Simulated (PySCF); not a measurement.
# C3H9BSi: the cost of one run

The runs use PySCF 2.14.0, with density-fitted response routines of our own; the level of theory stands in each step. All values are computed, except where a source is named. Atoms are numbered from 0 throughout.

## Step 1: The molecule as given

14 atoms, charge 0, multiplicity 1; geometry from: GFN2-xTB.

Bonds of the start (Å): B0–Si1 1.95, Si1–C2 1.93, C2–C3 1.48, C3–C4 1.32, B0–H5 1.17, B0–H6 1.17, Si1–H7 1.47, Si1–H8 1.48, C2–H9 1.09, C2–H10 1.09, C3–H11 1.08, C4–H12 1.08, C4–H13 1.08.

## Step 2: Ultraviolet spectrum: CAM-B3LYP/def2-SVPD

Job settings and geometry (Å):

```
{"job": {"kind": "uv", "xc": "CAM-B3LYP", "basis": "def2-SVPD", "nstates": 8, "ntriplets": 3}, "charge": 0, "multiplicity": 1}
B     -2.238614    -0.363628     0.368049
Si    -1.136542     0.485168    -1.003147
C      0.378638     1.303297    -0.120496
C      1.091832     0.311357     0.718200
C      2.236741    -0.266256     0.397504
H     -3.000071     0.247459     1.014374
H     -2.136617    -1.502471     0.619077
H     -0.553658    -0.388682    -2.037890
H     -1.756231     1.588401    -1.764526
H      1.050188     1.722191    -0.868510
H      0.013304     2.121865     0.500743
H      0.590322     0.040268     1.640718
H      2.707134    -1.000090     1.029395
H      2.752896    -0.019326    -0.515656
```

Level: TDDFT CAM-B3LYP/def2-SVPD, vertical, gas phase, core orbitals frozen in the response.

Launch:

```bash
OMP_NUM_THREADS=1 python probes_run.py task.json out
```

This one command runs all jobs of the session in turn.

Q: Estimate the wall time and peak memory of this first job on 1 thread of Arm Neoverse N1, shared host.

About 37 s, with a peak of 0.76 GiB.
